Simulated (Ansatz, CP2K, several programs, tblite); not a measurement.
Energy against volume for NaTlTe₂ as one 4-atom ordering (P-4m2) on the zincblende lattice, at fixed shape and fractional coordinates, computed by several methods (PBE and r2SCAN, where shown, with plane waves in Ansatz); the cell shown is that of r2SCAN. With free coordinates or axes held, a curve is too stiff, and on another method's shape its minimum isn't the method's own volume. It is tetragonal, P-4m2 (No. 115); a = 4.635 Å, c = 7.423 Å in the conventional setting, 39.86 Å³ an atom. Na is surrounded by 4 Te at 3.06 Å; Te is surrounded by 2 Tl at 2.88 Å and 2 Na at 3.06 Å; Tl is surrounded by 4 Te at 2.88 Å. All values are calculated for a non-magnetic cell, which may be hypothetical. Energies count from each curve's lowest point; fits are third-order Birch-Murnaghan.

Space group P-4m2 (No. 115). a = 4.635 Å, b = 4.635 Å, c = 7.423 Å, α = 90.00°, β = 90.00°, γ = 90.00°
```
atom  site  symmetry       x       y       z
  Na    1a      -4m2  0.0000  0.0000  0.0000
  Te    2g      2mm.  0.0000  0.5000  0.2686
  Tl    1c      -4m2  0.5000  0.5000  0.5000
```

GFN2-xTB (tblite), on the shape of the cell shown, as a cluster of 32 atoms at the zone centre:

| V (Å³/atom) | E (meV/atom) |
| --- | --- |
| 35.077 | 145.01 |
| 37.469 | 68.80 |
| 39.860 | 23.77 |
| 42.252 | 2.78 |
| 44.643 | 0.00 |

The lowest point is an end point, so the minimum isn't bracketed.

Q: PBE, on the shape of its own relaxed cell, gives

| V (Å³/atom) | E (meV/atom) |
| --- | --- |
| 38.813 | 12.95 |
| 40.052 | 3.42 |
| 41.291 | 0.00 |
| 42.529 | 1.69 |
| 43.768 | 7.71 |

What equilibrium volume and bulk modulus follow?

A: V₀ = 41.47 Å³ an atom and B₀ = 22 GPa.

PBE/SZV (CP2K), on the shape of the cell shown:

| V (Å³/atom) | E (meV/atom) |
| --- | --- |
| 35.077 | 156.73 |
| 37.469 | 67.71 |
| 39.860 | 19.66 |
| 42.252 | 0.00 |
| 44.643 | 3.47 |

V₀ = 43.04 Å³ an atom and B₀ = 24 GPa.

light PBE (260 eV, its own mesh), on the shape of the cell shown:
```csv
V (Å³/atom),E (meV/atom)
36.671,111.41
38.266,94.19
39.860,49.47
41.455,19.98
43.049,0.00
44.643,18.00
```
The points scatter about a smooth fit, as a low cutoff and a light mesh can make them, so no fit is quoted.

PBE/DZVP (CP2K), on the shape of the cell shown:

| V (Å³/atom) | E (meV/atom) |
| --- | --- |
| 35.077 | 105.52 |
| 37.469 | 37.92 |
| 39.860 | 6.68 |
| 42.252 | 0.00 |
| 44.643 | 13.41 |

V₀ = 41.70 Å³ an atom and B₀ = 24 GPa.
